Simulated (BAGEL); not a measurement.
# B3LYP/6-31G(d) (density fitting with qzvpp-jkfit, spherical functions) run of BH3O3 (boric acid)

Aim: the energy change on altering one bond length of BH3O3 (boric acid) at B3LYP/6-31G* (density fitting with qzvpp-jkfit, spherical functions), from 2 runs. 

The calculation is run with BAGEL 1.2.2.

4 further runs of the same task are left out: 4 set aside as unsound or not needed. Runs told in other sessions of the task aren't counted.

## 1. Starting point

BH3O3 has 7 atoms, charge 0, and is taken as a singlet. As SMILES, `OB(O)O`. The coordinates come from a PBE0-D4/def2-TZVP relaxation. This is a higher conformer, about 20 kJ/mol above the lowest found by a separate search.

Bond lengths: O1–B2 1.367 Å, B2–O3 1.360 Å, B2–O4 1.376 Å, O1–H5 0.957 Å, O3–H6 0.959 Å, O4–H7 0.957 Å. Angles: O1–B2–O3 116.5°, O1–B2–O4 125.2°, O3–B2–O4 118.3°, B2–O1–H5 115.3°, B2–O3–H6 111.6°, B2–O4–H7 115.8°.

## 2. A single-point energy at B3LYP/6-31G(d) (density fitting with qzvpp-jkfit, spherical functions)

calc.json

```json
{ "bagel" : [

{
  "title" : "molecule",
  "basis" : "6-31gs.json",
  "df_basis" : "qzvpp-jkfit",
  "angstrom" : true,
  "geometry" : [
    { "atom" : "O", "xyz" : [   -1.109700,    0.802600,    0.321900 ] },
    { "atom" : "B", "xyz" : [   -0.012200,   -0.006800,    0.228700 ] },
    { "atom" : "O", "xyz" : [    0.501200,   -0.469300,    1.400100 ] },
    { "atom" : "O", "xyz" : [    0.600700,   -0.381300,   -0.945400 ] },
    { "atom" : "H", "xyz" : [   -1.457400,    1.118600,   -0.511500 ] },
    { "atom" : "H", "xyz" : [    1.266800,   -1.028200,    1.254500 ] },
    { "atom" : "H", "xyz" : [    0.210500,   -0.035700,   -1.748300 ] }
  ]
},
{
  "title" : "ks",
  "xc_func" : "b3lyp",
  "charge" : 0
},
{
  "title" : "print",
  "file" : "orbitals.molden",
  "orbitals" : true
}

]}
```

The basis set 6-31G* is read from a file made from the Basis Set Exchange's data (not shown).

The run is started by

```bash
$ BAGEL_NUM_THREADS=1 BAGEL calc.json > calc.out
```

The program printed:

```text
* using 1 threads per process

  ===============================================================
  ===============================================================

  *** Geometry ***

  { "atom" : "O", "xyz" : [     -2.097029,      1.516694,      0.608303 ] },
  { "atom" : "B", "xyz" : [     -0.023055,     -0.012850,      0.432180 ] },
  { "atom" : "O", "xyz" : [      0.947131,     -0.886848,      2.645806 ] },
  { "atom" : "O", "xyz" : [      1.135158,     -0.720553,     -1.786547 ] },
  { "atom" : "H", "xyz" : [     -2.754087,      2.113848,     -0.966595 ] },
  { "atom" : "H", "xyz" : [      2.393905,     -1.943016,      2.370661 ] },
  { "atom" : "H", "xyz" : [      0.397787,     -0.067463,     -3.303808 ] },

  Number of auxiliary basis functions:      360

  Since a DF basis is specified, we compute 2- and 3-index integrals:
    o Being stored without compression. Storage requirement is 0.011 GB

  Number of basis functions:       62
  Number of electrons      :       32

    * METHOD: MOLECULE                             0.26

  *** Kohn-Sham DFT ***

    * Removing 12475 points whose weight is below 1.00e-10
    * Grid points: 91867

  === Nuclear Repulsion ===
   116.2296344745

       - DIIS with orbital gradients will be used.

  === KS iteration (b3lyp / 6-31gs.json) ===
      0       -233.67060537          0.16095695           0.33
      1       -233.86597378          0.17129267           0.43
      2       -241.44869085          0.16098119           0.30
      3       -252.07179215          0.03777992           0.28
      4       -252.29706203          0.02633106           0.27
      5       -252.42269704          0.01299029           0.27
      6       -252.45517260          0.00531421           0.29
      7       -252.46167299          0.00149145           0.29
      8       -252.46210926          0.00050718           0.27
      9       -252.46216365          0.00015816           0.27
     10       -252.46216909          0.00003873           0.27
     11       -252.46216914          0.00003495           0.27
     12       -252.46216942          0.00000237           0.27
     13       -252.46216942          0.00000258           0.27
     14       -252.46216942          0.00000035           0.27
     15       -252.46216942          0.00000016           0.29
     16       -252.46216942          0.00000005           0.28
     17       -252.46216942          0.00000002           0.27
     18       -252.46216942          0.00000001           0.29
    * SCF iteration converged.

    * Permanent dipole moment:
           (   -0.005148,    -0.081322,     1.231137) a.u.

    * METHOD: KS                                   6.11

    * METHOD: PRINT                                0.01

  ===============================================================
```

It took 6.9 s on 1 thread of Intel Xeon Platinum 8259CL at 2.50GHz (Skylake/Cascade Lake), shared host; peak memory 0.29 GiB.

## 3. The distorted shape

dft.json

```json
{ "bagel": [

{
  "title": "molecule",
  "basis": "6-31gs.json",
  "df_basis": "qzvpp-jkfit",
  "angstrom": true,
  "geometry": [
    { "atom": "O", "xyz": [   -1.845169,    1.251993,    1.730799 ] },
    { "atom": "B", "xyz": [   -0.747669,    0.442593,    1.637599 ] },
    { "atom": "O", "xyz": [   -0.234269,   -0.019907,    2.808999 ] },
    { "atom": "O", "xyz": [    0.600700,   -0.381300,   -0.945400 ] },
    { "atom": "H", "xyz": [   -2.192869,    1.567993,    0.897399 ] },
    { "atom": "H", "xyz": [    0.531331,   -0.578807,    2.663399 ] },
    { "atom": "H", "xyz": [    0.210500,   -0.035700,   -1.748300 ] }
  ]
},
{
  "title": "ks",
  "xc_func": "b3lyp"
},
{
  "title": "print",
  "file": "orbitals.molden",
  "orbitals": true
}

]}
```

The basis set 6-31G* is read from a file made from the Basis Set Exchange's data (not shown).

The run is started by

```bash
$ BAGEL_NUM_THREADS=1 BAGEL dft.json > dft.out
```

The program printed:

```text
* using 1 threads per process

  ===============================================================
  ===============================================================

  *** Geometry ***

  { "atom" : "O", "xyz" : [     -3.486864,      2.365924,      3.270736 ] },
  { "atom" : "B", "xyz" : [     -1.412890,      0.836380,      3.094614 ] },
  { "atom" : "O", "xyz" : [     -0.442704,     -0.037619,      5.308239 ] },
  { "atom" : "O", "xyz" : [      1.135158,     -0.720553,     -1.786547 ] },
  { "atom" : "H", "xyz" : [     -4.143922,      2.963077,      1.695838 ] },
  { "atom" : "H", "xyz" : [      1.004070,     -1.093787,      5.033095 ] },
  { "atom" : "H", "xyz" : [      0.397787,     -0.067463,     -3.303808 ] },

  Number of auxiliary basis functions:      360

  Since a DF basis is specified, we compute 2- and 3-index integrals:
    o Being stored without compression. Storage requirement is 0.011 GB

  Number of basis functions:       62
  Number of electrons      :       32

    * METHOD: MOLECULE                             0.15

  *** Kohn-Sham DFT ***

    * Removing 10531 points whose weight is below 1.00e-10
    * Grid points: 93811

  === Nuclear Repulsion ===
    93.9097243075

       - DIIS with orbital gradients will be used.

  === KS iteration (b3lyp / 6-31gs.json) ===
      0       -227.82671946          0.14641950           0.33
      1       -180.28686493          0.15465362           0.30
      2       -206.60741260          0.18823508           0.45
      3       -226.98235913          0.10810705           0.30
      4       -250.20286339          0.06884954           0.30
      5       -240.99217754          0.08055203           0.30
      6       -251.90562920          0.02884528           0.29
      7       -247.40383028          0.07027392           0.30
      8       -251.71820812          0.03601703           0.28
      9       -252.18768132          0.01203093           0.28
     10       -252.09446140          0.01909098           0.28
     11       -252.12216877          0.01731301           0.28
     12       -252.20944899          0.00798533           0.28
     13       -252.22418446          0.00479645           0.28
     14       -252.23216343          0.00176226           0.32
     15       -252.23329844          0.00020512           0.29
     16       -252.23330931          0.00008173           0.28
     17       -252.23331151          0.00000942           0.28
     18       -252.23331154          0.00000252           0.28
     19       -252.23331154          0.00000190           0.29
     20       -252.23331154          0.00000025           0.28
     21       -252.23331154          0.00000007           0.28
     22       -252.23331154          0.00000001           0.28
     23       -252.23331154          0.00000001           0.28
    * SCF iteration converged.

    * Permanent dipole moment:
           (    0.762559,    -0.535245,    -0.459344) a.u.

    * METHOD: KS                                   7.68

    * METHOD: PRINT                                0.01

  ===============================================================
```

Run time: 8.4 s. Hardware: 1 thread of Intel Xeon Platinum 8259CL at 2.50GHz (Skylake/Cascade Lake), shared host; peak memory 0.29 GiB.

## 4. Outcome

Level: B3LYP/6-31G* (density fitting with qzvpp-jkfit, spherical functions).

| quantity | value |
| --- | --- |
| first shape: total energy | -252.46217 Eh |
| first shape: dipole moment | 3.14 D |
| first shape: HOMO energy | -8.31 eV |
| first shape: LUMO energy | 1.10 eV |
| first shape: HOMO–LUMO gap | 9.41 eV |
| distorted shape: total energy | -252.23331 Eh |
| distorted shape: dipole moment | 2.64 D |
| distorted shape: HOMO energy | -5.78 eV |
| distorted shape: LUMO energy | -3.41 eV |
| distorted shape: HOMO–LUMO gap | 2.37 eV |
| energy change with the B2–O4 bond stretched from 1.376 to 3.028 Å | 6.228 eV |

In words: With the B2–O4 bond stretched from 1.376 to 3.028 Å the energy rises by 6.23 eV (144 kcal/mol). The first shape isn't relaxed at this level, so the change isn't measured from a minimum. A restricted reference can't describe the breaking bond well at this length.
